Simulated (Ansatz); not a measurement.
# CH3Ni radical: geometry and frequencies at several levels

The task here is to estimate one member of a computed series from the others.

Method: the levels named in each step, in Ansatz 0.2.0.

### The system as given

Bond lengths: C1–Ni2 1.958 Å, C1–H3 1.102 Å, C1–H4 1.102 Å, C1–H5 1.102 Å. Angles: Ni2–C1–H3 109.8°, Ni2–C1–H4 109.8°, Ni2–C1–H5 109.8°, H3–C1–H4 109.1°, H3–C1–H5 109.1°, H4–C1–H5 109.1°.

Coordinates:

```xyz
5

C    -1.5027    0.1047    0.3378
Ni    0.4037   -0.0281   -0.0907
H    -1.7448   -0.5664    1.1782
H    -1.7513    1.1408    0.6202
H    -2.1043   -0.1844   -0.5396
```

Set-up of the first run:

The input, input.yaml:

```yaml
crystal:
  periodic: [false, false, false]
  atoms:
    - { symbol: C, position_ang: [-1.48076831, 0.10244718, 0.33362167] }
    - { symbol: Ni, position_ang: [0.32965593, -0.02212664, -0.07499463] }
    - { symbol: H, position_ang: [-1.72798993, -0.57339761, 1.18110329] }
    - { symbol: H, position_ang: [-1.73230763, 1.14757531, 0.61748088] }
    - { symbol: H, position_ang: [-2.08805007, -0.18785824, -0.5512912] }
magnetization:
  spin_polarized: true
  initial_magnetization: 1
basis:
  gaussian: { orbitals: def2-TZVPP }
hamiltonian:
  xc: pbe0
  dispersion: d4
relax:
  f_tol: 0.002
  max_steps: 150
```

The run is started by

```console
> ansatz run input.yaml --threads 2 --pin off --max-ram 5120MiB --backend cpu --events-out ev --progress --plain --runs-dir out
```

Steps of the session up to this table: Relaxation, PBE0-D4/def2-TZVPP; Frequencies, PBE0-D4/def2-TZVPP; Relaxation, PBE-D4/def2-TZVPP; Frequencies, PBE-D4/def2-TZVPP; Relaxation, r2SCAN-D4/def2-TZVPP; Frequencies, r2SCAN-D4/def2-TZVPP; Relaxation, B3LYP-D4/def2-TZVPP; Frequencies, B3LYP-D4/def2-TZVPP; Relaxation, B2PLYP/def2-TZVPP.

One of the session's tables, all rows but one given; the rest of the session is left out.

| level | C1–Ni2 (Å) | dipole (D) | highest frequency (cm⁻¹) |
| --- | --- | --- | --- |
| PBE0-D4/def2-TZVPP | 1.9003 | 1.83 | 3136 |
| PBE-D4/def2-TZVPP | 1.8918 | 1.25 | 3053 |
| r2SCAN-D4/def2-TZVPP | ? | ? | ? |
| B3LYP-D4/def2-TZVPP | 1.9197 | 1.57 | 3116 |
| B2PLYP/def2-TZVPP | 1.9095 | 2.29 | - |

**Question.** Estimate the row for r2SCAN-D4/def2-TZVPP.

The run gave: C1–Ni2 (Å): 1.8817; dipole (D): 1.26; highest frequency (cm⁻¹): 3112. In the column «C1–Ni2 (Å)» it is the lowest.
